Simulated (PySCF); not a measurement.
# CAM-B3LYP/def2-SVP run of GaHCl2O (SMILES [OH][Ga]([Cl])[Cl])

What is the energy change on altering one bond length of GaHCl2O at CAM-B3LYP/def2-SVP? 

The calculation is run with PySCF 2.14.0.

1 further run of the same task is left out (set aside as unsound or not needed).

## Step 1: The system as given

GaHCl2O has 5 atoms, charge 0, and is taken as a singlet. SMILES: `[OH][Ga]([Cl])[Cl]`. The coordinates come from a PBE0-D4/def2-TZVP relaxation.

Bond lengths: O1–Ga2 1.765 Å, Ga2–Cl3 2.109 Å, Ga2–Cl4 2.123 Å, O1–H5 0.961 Å. Angles: O1–Ga2–Cl3 118.8°, O1–Ga2–Cl4 120.6°, Cl3–Ga2–Cl4 120.6°, Ga2–O1–H5 112.9°.

## Step 2: The energy at CAM-B3LYP/def2-SVP

The input, calc.py:

```python
# [OH][Ga]([Cl])[Cl]
from pyscf import gto, dft

molecule = gto.Mole()
molecule.atom = [
    ('O', (0.254500, 1.354600, 0.245900)),
    ('Ga', (0.118500, -0.394500, 0.056800)),
    ('Cl', (1.500000, -1.634900, 1.057700)),
    ('Cl', (-1.407900, -1.236300, -1.155800)),
    ('H', (-0.415200, 1.837400, -0.246000)),
]
molecule.charge = 0
molecule.verbose = 3
molecule.basis = 'def2-svp'
molecule.max_memory = 1860
molecule.build()

mf = dft.RKS(molecule)
mf.xc = 'cam-b3lyp'
mf.grids.level = 5
mf.conv_tol = 1e-10
mf.kernel()
if not mf.converged:
    mf = mf.newton().run(mf.mo_coeff, mf.mo_occ)

e_tot = mf.e_tot
print('E = %.10f Eh' % e_tot)
```

On the command line:

```
$ OMP_NUM_THREADS=1 python calc.py
```

What it wrote:

```text
converged SCF energy = -2920.74304054236
E = -2920.7430405424 Eh
```

It took 25 s on 1 thread of Intel Xeon at 2.70GHz, shared host; peak memory 0.46 GiB.

## Step 3: The distorted shape

The input, calc.py:

```python
from pyscf import gto, dft

system = gto.Mole()
system.atom = '''
O        0.589329       1.113215       0.491835
Ga       0.453329      -0.635885       0.302735
Cl       1.834829      -1.876285       1.303635
Cl      -1.073071      -1.477685      -0.909865
H       -0.415200       1.837400      -0.246000
'''
system.basis = 'def2-svp'
system.spin = 0
system.verbose = 3
system.max_memory = 1860
system.build()

mf = dft.RKS(system)
mf.xc = 'cam-b3lyp'
mf.conv_tol = 1e-10
mf.grids.level = 5
mf.kernel()
if not mf.converged:
    mf = mf.newton().run(mf.mo_coeff, mf.mo_occ)

etot = mf.e_tot
print('E(%s) = %.9f' % ('CAM-B3LYP', etot))
```

On the command line:

```
$ OMP_NUM_THREADS=1 python calc.py
```

What it wrote:

```text
converged SCF energy = -2920.65532478847
E(CAM-B3LYP) = -2920.655324788
```

Run time: 27 s. Hardware: 1 thread of Intel Xeon at 2.70GHz, shared host; peak memory 0.46 GiB.

## Step 4: What came out

Level: CAM-B3LYP/def2-SVP.

| quantity | value |
| --- | --- |
| first shape: total energy | -2920.74304 Eh |
| first shape: dipole moment | 1.58 D |
| first shape: HOMO energy | -10.52 eV |
| first shape: LUMO energy | -0.32 eV |
| first shape: HOMO–LUMO gap | 10.20 eV |
| distorted shape: total energy | -2920.65532 Eh |
| distorted shape: dipole moment | 1.99 D |
| distorted shape: HOMO energy | -10.43 eV |
| distorted shape: LUMO energy | -1.31 eV |
| distorted shape: HOMO–LUMO gap | 9.12 eV |
| energy change with the O1–H5 bond stretched from 0.961 to 1.442 Å | 2.387 eV |

What this shows: With the O1–H5 bond stretched from 0.961 to 1.442 Å the energy rises by 2.39 eV (230 kJ/mol). The first shape isn't relaxed at this level, so the change isn't measured from a minimum. Mulliken charges (first shape) run from -0.40 on O1 to +0.60 on Ga2.
